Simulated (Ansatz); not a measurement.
**C₂H₁₀In₂SSi: basis-set convergence**

An exercise on one series of results from a longer session: the logs are not shown, and one member is left open.

The runs use Ansatz 0.2.0, Gaussian basis; one geometry, several basis sets.

Levels to be run: PBE0-D4/def2-SVP; ωB97M-V/def2-SVP; PBE0-D4/def2-QZVPP; ωB97M-V/def2-QZVPP; the functionals' def2-TZVPP values are taken from earlier runs.

1 further run of the same task is left out (for a known fault of the program).

## The relaxed structure

The geometry comes from an earlier relaxation with PBE0-D4 in a triple-zeta def2 set; it is a stationary point, not always the lowest conformer. In takes the def2 core potential; no spin-orbit term is included.

SMILES `C[S][In]([CH3])[SiH2][InH2]`, 16 atoms, charge 0, spin multiplicity 1.

Atoms are counted from 1 here; the program's logs count them from 0.

Bond lengths: C1–S2 1.814 Å, C1–H7 1.094 Å, C1–H8 1.094 Å, C1–H9 1.091 Å, S2–In3 2.407 Å, In3–C4 2.150 Å, In3–Si5 2.576 Å, C4–H10 1.090 Å, C4–H11 1.091 Å, C4–H12 1.091 Å, Si5–In6 2.556 Å, Si5–H13 1.493 Å, Si5–H14 1.493 Å, In6–H15 1.728 Å, In6–H16 1.728 Å. Angles: S2–C1–H7 111.4°, S2–C1–H8 111.4°, S2–C1–H9 107.9°, H7–C1–H8 111.3°, H7–C1–H9 107.3°, H8–C1–H9 107.3°, C1–S2–In3 104.4°, S2–In3–C4 112.1°, S2–In3–Si5 115.5°, C4–In3–Si5 132.4°, In3–C4–H10 110.1°, In3–C4–H11 109.9°, In3–C4–H12 109.6°, H10–C4–H11 109.5°, H10–C4–H12 109.4°, H11–C4–H12 108.4°, In3–Si5–In6 110.9°, In3–Si5–H13 106.7° and more.

Coordinates:

```
C    -0.7968   -0.9813    2.0106
S     0.5832   -1.8186    1.1818
In    1.0211   -0.4697   -0.7633
C     2.6348   -1.2563   -1.9464
Si   -0.4914    1.5962   -1.0441
In   -2.1872    1.7516    0.8621
H    -1.6901   -0.9659    1.3802
H    -0.5176    0.0267    2.3301
H    -1.0429   -1.5495    2.9083
H     3.0710   -2.1250   -1.4540
H     3.4011   -0.4922   -2.0839
H     2.2598   -1.5480   -2.9288
H     0.4127    2.7830   -1.1107
H    -1.1396    1.4740   -2.3840
H    -3.7211    0.9666    0.7311
H    -1.7969    2.6083    2.3110
```

Set-up of the first run:

File in.yaml:

```yaml
crystal:
  periodic: [false, false, false]
  atoms:
    - {symbol: C, position_ang: [-0.796772, -0.981269, 2.010641]}
    - {symbol: S, position_ang: [0.583159, -1.818594, 1.181752]}
    - {symbol: In, position_ang: [1.021131, -0.469738, -0.763258]}
    - {symbol: C, position_ang: [2.634756, -1.256328, -1.946429]}
    - {symbol: Si, position_ang: [-0.491361, 1.596241, -1.044127]}
    - {symbol: In, position_ang: [-2.187217, 1.751553, 0.862074]}
    - {symbol: H, position_ang: [-1.690118, -0.965942, 1.380190]}
    - {symbol: H, position_ang: [-0.517631, 0.026695, 2.330077]}
    - {symbol: H, position_ang: [-1.042947, -1.549479, 2.908316]}
    - {symbol: H, position_ang: [3.071032, -2.124961, -1.454017]}
    - {symbol: H, position_ang: [3.401102, -0.492215, -2.083888]}
    - {symbol: H, position_ang: [2.259826, -1.547969, -2.928844]}
    - {symbol: H, position_ang: [0.412663, 2.783041, -1.110652]}
    - {symbol: H, position_ang: [-1.139592, 1.474042, -2.383956]}
    - {symbol: H, position_ang: [-3.721101, 0.966571, 0.731107]}
    - {symbol: H, position_ang: [-1.796912, 2.608341, 2.311004]}
basis:
  gaussian: {orbitals: def2-SVP}
hamiltonian: {xc: pbe0, dispersion: d4}
output: {orbitals: {seedname: orbitals}}
```

On the command line:

```
$ ansatz run in.yaml --threads 2 --pin off --events-out ev --progress --plain --max-ram 32768MiB --backend cpu
```

Steps of the session up to this table: PBE0-D4 in def2-SVP; ωB97M-V in def2-SVP; PBE0-D4 in def2-QZVPP; ωB97M-V in def2-QZVPP.

One table of the session follows, with a row left open; its other results are not shown here.

It belongs to the step «Functionals by basis». 

```
functional       basis  HOMO (eV)  LUMO (eV)
   PBE0-D4    def2-SVP      -6.73      -1.78
   PBE0-D4  def2-TZVPP      -6.82      -1.85
   PBE0-D4  def2-QZVPP          ?          ?
   ωB97M-V    def2-SVP      -8.67      -0.17
   ωB97M-V  def2-TZVPP      -8.71      -0.32
   ωB97M-V  def2-QZVPP      -8.72      -0.35
```

**Question.** Estimate the row for PBE0-D4, def2-QZVPP.

As computed: HOMO (eV): -6.83; LUMO (eV): -1.86. In the column «HOMO (eV)» it lies between ωB97M-V, def2-SVP (-8.67) and PBE0-D4, def2-TZVPP (-6.82).
